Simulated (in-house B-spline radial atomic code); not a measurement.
# Be⁺: a test of the Gauss points an interval

Aim: see how the result and the number of iterations for Be⁺ depend on the Gauss points an interval.

Program: in-house B-spline radial atomic code version 1. Level of theory: scalar-relativistic (spin-free one-electron X2C) BHandHLYP, spin-polarised, spherical fractional occupations, Fermi nucleus, basis-set limit. These are calculated values, not measurements, unless marked.

## 1. What is computed

| Quantity | Value |
| --- | --- |
| element | beryllium (Z = 4) |
| charge | +1 |
| electrons | 3 |
| configuration | [He] 2s1 |
| Hamiltonian | scalar-relativistic (X2C) |
| nucleus | Fermi, rms radius 2.519 fm |

The outer shells:

[He] 2s1
```
[He] core
2s [↑ ]
```

Where spins are not typed, each open shell is filled with up spins first.

A run counts as converged when the orbital gradient is under the tolerance times 10 hartree (or under the basis's noise floor) and the energy moved by less than 1e-8 hartree times the root of its size. Energy differences under 4e-08 hartree are noise.

Settings of the run:

```ini
Z = 4
electrons = 3.0
configuration = [He] 2s1
hamiltonian = x2c
method = bhandhlyp
spin_polarised = True
nucleus = fermi
rms_radius = 2.519
mass_number = 9
atomic_mass = 9.012183062
speed_of_light = 137.035999084
knot_spacing = 0.22
spline_order = 8
gauss_points = 12
box_radius = 35.29
max_iterations = 70
damping = 0.5
damped_steps = 3
diis_vectors = 10
tolerance = 1e-08
start = Thomas-Fermi
```

The reference is known from an earlier run: -14.337257 hartree in all. Up to eight levels, counted from the top:

```tsv
orbital	occupation	energy (eV)	<r> (bohr)
1s up	1	-129.74	0.4159
1s down	1	-128.97	0.4185
2s up	1	-16.316	2.249
```

## 2. Gauss points an interval 3

Settings of the run:

```ini
Z = 4
electrons = 3.0
configuration = [He] 2s1
hamiltonian = x2c
method = bhandhlyp
spin_polarised = True
nucleus = fermi
rms_radius = 2.519
mass_number = 9
atomic_mass = 9.012183062
speed_of_light = 137.035999084
knot_spacing = 0.22
spline_order = 8
gauss_points = 3
box_radius = 35.29
max_iterations = 70
damping = 0.5
damped_steps = 3
diis_vectors = 10
tolerance = 1e-08
start = Thomas-Fermi
```

Command:

```bash
$ python run_scf.py task.json out
```

The settings of every run stand in task.json; they run in order.

## 3. Gauss points an interval 4

Changes to the settings of step 2:

```diff
@@ -13,3 +13,3 @@
 spline_order = 8
-gauss_points = 3
+gauss_points = 4
 box_radius = 35.29
```

## 4. Gauss points an interval 5

Changes to the settings of step 3:

```diff
@@ -13,3 +13,3 @@
 spline_order = 8
-gauss_points = 4
+gauss_points = 5
 box_radius = 35.29
```

## 5. Gauss points an interval 6

Changes to the settings of step 4:

```diff
@@ -13,3 +13,3 @@
 spline_order = 8
-gauss_points = 5
+gauss_points = 6
 box_radius = 35.29
```

## 6. Gauss points an interval 8

Changes to the settings of step 5:

```diff
@@ -13,3 +13,3 @@
 spline_order = 8
-gauss_points = 6
+gauss_points = 8
 box_radius = 35.29
```

## 7. Gauss points an interval 16

Changes to the settings of step 6:

```diff
@@ -13,3 +13,3 @@
 spline_order = 8
-gauss_points = 8
+gauss_points = 16
 box_radius = 35.29
```

Q: Which of these runs converge to the reference energy, which miss it and by about how much, and which fail?

As calculated:

| run | outcome | iterations | energy less the reference (hartree) |
| --- | --- | --- | --- |
| reference | converged | 8 | 0 |
| Gauss points an interval 3 | converged | 10 | -1.55e+04 |
| Gauss points an interval 4 | converged | 8 | below noise |
| Gauss points an interval 5 | converged | 8 | below noise |
| Gauss points an interval 6 | converged | 8 | below noise |
| Gauss points an interval 8 | converged | 8 | below noise |
| Gauss points an interval 16 | converged | 8 | -4.56e-08 |

Of 6 changed inputs, 5 gave the reference energy within 1e-05 hartree and 1 converged to another value. The worst converged miss is -1.55e+04 hartree (Gauss points an interval 3): the integrals are too coarse. An energy below the reference is possible because too few quadrature points break the variational bound.
